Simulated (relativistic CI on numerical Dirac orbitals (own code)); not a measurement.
**Cr: one ion under different settings**

Aim: see what numerical and physical settings do to the SCF, the total energy and the lowest levels of Cr.

Method: Dirac-Coulomb-Breit CI, KLI orbitals optimised for each configuration, model QED (radiative potential, 1s self-energy scaled to tabulated hydrogen-like ionisation energies), numerical settings as typed. Code: relativistic CI on numerical Dirac orbitals (own code) version 3.

## Step 1: What is computed

```
ion            : Cr (Cr I)
nuclear charge : 24
electrons      : 24
isotope        : A = 52
```

## Step 2: The usual input

Input settings:

```ini
atom Cr  Z=24  charge=0  electrons=24
nucleus A=52  rms_radius_fm=3.6452
hamiltonian dirac-coulomb  breit=on  qed=on  c_scale=1
orbitals kli  potential=per-configuration
slater_scale 1
correlation none
mixing on
grid step=0.0125 r_max=201.2
scf mixing=0.4 start=green max_iterations=150 tolerance=2e-08 node_fill=0.05
configurations
  [Ar] 3d5 4s
  [Ar] 3d4 4s2
  [Ar] 3d5 4p
  [Ar] 3d6
  [Ar] 3d4 4s 5s
end
```

On the command line:

```
$ python run_levels.py task.json out
```

task.json lists these runs, among others, and the program works through them in turn.

## Step 3: Start potential thomas-fermi, Breit term off

Input settings:

```ini
atom Cr  Z=24  charge=0  electrons=24
nucleus A=52  rms_radius_fm=3.6452
hamiltonian dirac-coulomb  breit=off  qed=on  c_scale=1
orbitals kli  potential=per-configuration
slater_scale 1
correlation none
mixing on
grid step=0.0125 r_max=201.2
scf mixing=0.4 start=thomas-fermi max_iterations=150 tolerance=2e-08 node_fill=0.05
configurations
  [Ar] 3d5 4s
  [Ar] 3d4 4s2
  [Ar] 3d5 4p
  [Ar] 3d6
  [Ar] 3d4 4s 5s
end
```

## Step 4: Potential mixing 0.1

Input settings:

```ini
atom Cr  Z=24  charge=0  electrons=24
nucleus A=52  rms_radius_fm=3.6452
hamiltonian dirac-coulomb  breit=on  qed=on  c_scale=1
orbitals kli  potential=per-configuration
slater_scale 1
correlation none
mixing on
grid step=0.0125 r_max=201.2
scf mixing=0.1 start=green max_iterations=150 tolerance=2e-08 node_fill=0.05
configurations
  [Ar] 3d5 4s
  [Ar] 3d4 4s2
  [Ar] 3d5 4p
  [Ar] 3d6
  [Ar] 3d4 4s 5s
end
```

## Step 5: Speed-of-light factor 1.25

Input settings:

```ini
atom Cr  Z=24  charge=0  electrons=24
nucleus A=52  rms_radius_fm=3.6452
hamiltonian dirac-coulomb  breit=on  qed=on  c_scale=1.25
orbitals kli  potential=per-configuration
slater_scale 1
correlation none
mixing on
grid step=0.0125 r_max=201.2
scf mixing=0.4 start=green max_iterations=150 tolerance=2e-08 node_fill=0.05
configurations
  [Ar] 3d5 4s
  [Ar] 3d4 4s2
  [Ar] 3d5 4p
  [Ar] 3d6
  [Ar] 3d4 4s 5s
end
```

## Step 6: Potential mixing 2.5

Input settings:

```ini
atom Cr  Z=24  charge=0  electrons=24
nucleus A=52  rms_radius_fm=3.6452
hamiltonian dirac-coulomb  breit=on  qed=on  c_scale=1
orbitals kli  potential=per-configuration
slater_scale 1
correlation none
mixing on
grid step=0.0125 r_max=201.2
scf mixing=2.5 start=green max_iterations=69 tolerance=2e-08 node_fill=0.05
configurations
  [Ar] 3d5 4s
  [Ar] 3d4 4s2
  [Ar] 3d5 4p
  [Ar] 3d6
  [Ar] 3d4 4s 5s
end
```

## Step 7: Slater scale 5

Changes to the settings of step 6:

```diff
@@ -4,3 +4,3 @@
 orbitals kli  potential=per-configuration
-slater_scale 1
+slater_scale 5
 correlation none
@@ -8,3 +8,3 @@
 grid step=0.0125 r_max=201.2
-scf mixing=2.5 start=green max_iterations=69 tolerance=2e-08 node_fill=0.05
+scf mixing=0.4 start=green max_iterations=80 tolerance=2e-08 node_fill=0.05
 configurations
```

(Steps that only read results are left out.)

**Question.** What will these runs give? Wanted: lowest level, usual settings; total energy; first excitation.

As calculated:

| setting | total energy less usual (Ha) | largest shift of a level among the lowest eight of both runs, same label and place (cm⁻¹) | SCF iterations | time | lowest level | kind of change |
| --- | --- | --- | --- | --- | --- | --- |
| usual | 0 | 0 | 60 | 0.26 s | 3d5 4s 7S3 | - |
| start potential thomas-fermi, Breit term off | -0.356 | 141 | 95 | 0.31 s | 3d5 4s 7S3 | model term |
| potential mixing 0.1 | 0 | 0 | 80 | 0.29 s | 3d5 4s 7S3 | numerical |
| speed-of-light factor 1.25 | 2.2 | 678 | 60 | 0.26 s | 3d5 4s 7S3 | unphysical constant |
| potential mixing 2.5 | 0 | 0 | 104 | 0.33 s | 3d5 4s 7S3 | extreme, harmless here |
| Slater scale 5 | -0.838 | 7640 | 60 | 0.26 s | 3d5 4s 7S3 | unsound |

| quantity | value |
| --- | --- |
| lowest level, usual settings | 3d5 4s 7S3 |
| total energy | -1049.1955 Ha |
| first excitation | 8180.9 cm⁻¹ |

What this shows: Among the runs whose levels can be followed, they move most under «Slater scale 5» (unsound), by up to 7640 cm⁻¹. No visible change in the result comes from «potential mixing 0.1» or «potential mixing 2.5». «Potential mixing 2.5» costs 104 SCF iterations against 60. Only the listed configurations are in the model. Near neutrality, missing correlation can shift configurations against each other by thousands of cm⁻¹.
